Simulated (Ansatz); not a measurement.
# Tl3Ga: the cost of one run

Program: Ansatz 0.2.0 through its Python package. The levels of theory stand in the script. These are calculated values, not measurements.

## (1) The structure

The structure is cubic, space group Fm-3m (No. 225). Conventional cell: a = 7.755 Å, b = 7.755 Å, c = 7.755 Å, α = 90.00°, β = 90.00°, γ = 90.00°. Around Tl (site symmetry -43m) lie 4 Tl at 3.36 Å and 4 Ga at 3.36 Å. Around Tl (site symmetry m-3m) lie 8 Tl at 3.36 Å. Around Ga (site symmetry m-3m) lie 8 Tl at 3.36 Å.

No structure file is read: the coordinates are typed or built in the script.

## (2) The script

tl3ga.py reads:

```python
# -*- coding: utf-8 -*-
"""PAW against all-electron LAPW for Tl3Ga."""

import ansatz as az
import numpy as np

K_DENSITY = 3.8
XC = "pbesol"


def count_gap(report):
    # lowest empty less highest filled band, counting bands; zero where they overlap
    return max(report.get("gap_by_band_count_ev") or 0.0, 0.0)

lattice = az.Lattice.of(
    [0.0, 3.877391, 3.877391],
    [3.877391, 0.0, 3.877391],
    [3.877391, 3.877391, 0.0],
)
sites = [
    ("Tl", [0.25, 0.25, 0.25]),
    ("Tl", [0.75, 0.75, 0.75]),
    ("Tl", [0.5, 0.5, 0.5]),
    ("Ga", [0.0, 0.0, 0.0]),
]
structure = az.Crystal(lattice=lattice)
for symbol, position in sites:
    structure = structure.atom(symbol, position)

calc = (
    structure.calculation()
    .occupations(az.OccupationsMethod.FERMI_DIRAC)
    .kpoints(density=K_DENSITY)
    .functional(XC)
    .stress()
    .forces()
    .band_table()
)
variants = {
    "PAW": calc.pseudopotentials("paw"),
    "LAPW": calc.pseudopotentials("all_electron", lapw=True),
}
# totals differ by the cores that each treatment holds, so compare what does not depend on them
rows = []
for label, variant in variants.items():
    data = variant.run(threads=1, backend="cpu").report
    levels = np.array(data["eigenvalues_ev"][0]) - data["fermi_energy_ev"]
    print(label, "levels at the first k-point near E_F:", np.round(levels[np.abs(levels) < 5], 3))
    rows.append((label, data["n_electrons"], np.trace(data["stress_gpa"]) / 3, count_gap(data)))
print("     treatment  electrons in bands           P GPa  gap by band count eV")
for row in rows:
    print(f"{str(row[0]):>14s}  {row[1]:18.1f}  {row[2]:14.3f}  {row[3]:20.3f}")
```

## (3) The input behind the calls

The engine receives this input (first run):

```yaml
crystal:
  lattice:
    - [0.0, 3.877391, 3.877391]
    - [3.877391, 0.0, 3.877391]
    - [3.877391, 3.877391, 0.0]
  atoms:
    - { symbol: Tl, position: [0.25, 0.25, 0.25] }
    - { symbol: Tl, position: [0.75, 0.75, 0.75] }
    - { symbol: Tl, position: [0.5, 0.5, 0.5] }
    - { symbol: Ga, position: [0.0, 0.0, 0.0] }
kpoints:
  mp_grid:
    kspacing: 0.2631578947368421
hamiltonian:
  xc: pbesol
  pseudopotentials:
    kind: paw
scf:
  occupations:
    method: fermi_dirac
output:
  forces: true
  stress: true
  eigenvalues: true
```

## (4) Launch

Launch:

```console
$ python tl3ga.py
```

**Question.** How long does this script take on 1 thread of Intel Xeon 6975P-C (Granite Rapids), shared host, and how much memory does it need?

About 21 s, with a peak of 0.69 GiB.
